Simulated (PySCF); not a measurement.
# C7H8FN: the cost of one run

Programs: PySCF 2.14.0, with routines of our own; each step states its level. All values are computed. Atoms count from 0.

## 1. The system as given

17 atoms, charge 0, multiplicity 1; geometry from: GFN2-xTB.

## 2. Magnetic properties: GIAO BHandHLYP/pcSseg-1

Job settings and geometry (Å):

```
{"job": {"kind": "mag", "xc": "BHandHLYP", "basis": "pcSseg-1", "isotopologues": 0}, "charge": 0, "multiplicity": 1}
C      3.646928     0.446390     0.078307
N      2.892479    -0.552889     0.197386
C      1.548092    -0.575989    -0.013458
C      0.646863     0.311714     0.460075
F      1.080937     1.426684     1.110444
C     -0.771871     0.158524     0.405587
C     -1.823600     0.884396     0.826990
C     -2.838630    -0.079366     0.288181
C     -1.632584    -0.919853    -0.204805
H      3.342613     1.412039    -0.327487
H      4.678942     0.338838     0.378744
H      1.178288    -1.481998    -0.471557
H     -1.925124     1.815564     1.351849
H     -3.458131    -0.567399     1.039119
H     -3.479058     0.313039    -0.500518
H     -1.554561    -1.016074    -1.286096
H     -1.538582    -1.901591     0.255175
```

Level: GIAO BHandHLYP/pcSseg-1 magnetisability, rotational g tensor and spin-rotation constants, non-relativistic, gas phase.

Run with:

```bash
$ OMP_NUM_THREADS=1 python excited_run.py task.json out
```

One launch serves the whole session: the jobs run in the order shown.

Q: Estimate the wall time and peak memory of this first job on 1 thread of Intel Xeon 6975P-C, shared host.

About 25 s, with a peak of 0.91 GiB.
